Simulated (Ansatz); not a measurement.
# C2H6InN: up Jacob's ladder to CCSD(T)

Aim: compute C2H6InN with functionals from several rungs and with coupled cluster. The yardstick is the atomisation energy at the CCSD(T) limit.

The runs use Ansatz 0.2.0, Gaussian basis; functionals in def2-TZVPP, the program's frozen cores in correlated methods.

Levels to be run: LDA (SPW92), PBE-D4, revPBE-D4, BLYP-D4, r2SCAN-D4, B97M-V, PBE0-D4, B3LYP-D4, r2SCANh-D4, r2SCAN0-D4, HSE06-D4, BHLYP-D4, CAM-B3LYP-D4, LC-ωPBE, ωB97X-V, ωB97M-V, B2PLYP, PBE-QIDH; CCSD(T)/def2-SVP; CCSD(T)/def2-TZVPP; MP2/def2-QZVPP; extrapolation to the limit; RPA on PBE.

## Step 1: The relaxed structure

The geometry comes from an earlier relaxation with PBE0-D4 in a triple-zeta def2 set; it is a stationary point, not always the lowest conformer. In takes the def2 core potential; no spin-orbit term is included.

SMILES `C/C=[N]\[InH2]`, 10 atoms, charge 0, spin multiplicity 1.

Atoms are counted from 1 here; the program's logs count them from 0.

Bond lengths: C1–C2 1.500 Å, C1–H5 1.095 Å, C1–H6 1.092 Å, C1–H7 1.095 Å, C2–N3 1.249 Å, C2–H8 1.106 Å, N3–In4 2.028 Å, In4–H9 1.714 Å, In4–H10 1.714 Å. Angles: C2–C1–H5 110.2°, C2–C1–H6 111.1°, C2–C1–H7 110.2°, H5–C1–H6 109.3°, H5–C1–H7 106.7°, H6–C1–H7 109.3°, C1–C2–N3 128.2°, C1–C2–H8 113.2°, N3–C2–H8 118.6°, C2–N3–In4 141.0°, N3–In4–H9 115.1°, N3–In4–H10 115.1°, H9–In4–H10 128.7°.

## Step 2: LDA

This LDA is Slater exchange with PW92 correlation.

File in.yaml:

```yaml
crystal:
  periodic: [false, false, false]
  atoms:
    - {symbol: C, position_ang: [1.187898, -0.973633, -0.249425]}
    - {symbol: C, position_ang: [-0.168463, -1.009256, 0.390614]}
    - {symbol: N, position_ang: [-1.000665, -0.083287, 0.490206]}
    - {symbol: In, position_ang: [-1.251555, 1.869366, 0.001693]}
    - {symbol: H, position_ang: [1.247266, -1.716810, -1.051240]}
    - {symbol: H, position_ang: [1.403934, 0.015720, -0.658113]}
    - {symbol: H, position_ang: [1.958093, -1.238298, 0.482372]}
    - {symbol: H, position_ang: [-0.424005, -1.998471, 0.815245]}
    - {symbol: H, position_ang: [-0.852449, 2.985533, 1.239656]}
    - {symbol: H, position_ang: [-2.100044, 2.149145, -1.461017]}
basis:
  gaussian: {orbitals: def2-TZVPP}
hamiltonian: {xc: lda}
output: {orbitals: {seedname: orbitals}}
```

Run with:

```sh
$ ansatz run in.yaml --threads 4 --pin off --events-out ev --progress --plain --max-ram 10444MiB
```

Further steps of the session: PBE-D4 (GGA); revPBE-D4 (GGA); BLYP-D4 (GGA); r2SCAN-D4 (meta-GGA); B97M-V (meta-GGA); PBE0-D4 (hybrid); B3LYP-D4 (hybrid); r2SCANh-D4 (hybrid); r2SCAN0-D4 (hybrid); HSE06-D4 (hybrid); BHLYP-D4 (hybrid); CAM-B3LYP-D4 (range-separated); LC-ωPBE (range-separated); ωB97X-V (range-separated); ωB97M-V (range-separated); B2PLYP (double hybrid); PBE-QIDH (double hybrid); CCSD(T) in def2-SVP; CCSD(T) in def2-TZVPP; MP2 in def2-QZVPP; RPA on PBE orbitals.

**Question.** What will the summary of the whole plan be? Wanted: atomisation energy, CCSD(T)/CBS; farthest beyond LDA; mean size of error, GGA; mean size of error, meta-GGA; mean size of error, hybrid; mean size of error, range-separated; mean size of error, double hybrid; gap, smallest and largest; T1 diagnostic.

The runs gave:

| quantity | value |
| --- | --- |
| atomisation energy, CCSD(T)/CBS | 34.840 eV |
| functionals within 0.348 eV (1.0 %) | revPBE-D4, BLYP-D4, r2SCAN-D4, B97M-V, PBE0-D4, B3LYP-D4, r2SCANh-D4, HSE06-D4, CAM-B3LYP-D4, LC-ωPBE, ωB97X-V, ωB97M-V |
| farthest beyond LDA | BHLYP-D4 (-1.074 eV) |
| mean size of error, GGA | 0.311 eV |
| mean size of error, meta-GGA | 0.113 eV |
| mean size of error, hybrid | 0.343 eV |
| mean size of error, range-separated | 0.126 eV |
| mean size of error, double hybrid | 0.383 eV |
| gap, smallest and largest | 2.91 eV (LDA (SPW92)), 9.23 eV (LC-ωPBE) |
| T1 diagnostic | 0.0175 |
| triples share of the correlation energy | 3.9 % |

In words: The LDA atomisation energy is off by 5.214 eV (15 %): it overbinds. PBE-D4 misses by +0.755 eV. Double hybrids carry the basis error of their MP2 part in triple zeta, and no dispersion term here, so their miss is partly the set-up's. The rungs meta-GGA, range-separated, GGA, hybrid miss on average by less than the doubt on the reference (0.348 eV), so they tie. Misses under about 0.348 eV are within the doubt on the reference itself, which lacks core-valence correlation, spin-orbit coupling and higher excitations, and its outer-core shells are covered unevenly. All levels share the lack of spin-orbit coupling, which lowers the free heavy atoms and so the true binding. Hartree-Fock recovers 70 % of the binding; the rest is correlation. CCSD(T) in def2-SVP is off by -1.903 eV, worse than the median functional, from the basis alone. The gap grows from 2.9 to 9.2 eV across the functionals, mostly with the share of exact exchange. Correlated methods include outer-core shells of In, which these sets cover unevenly.
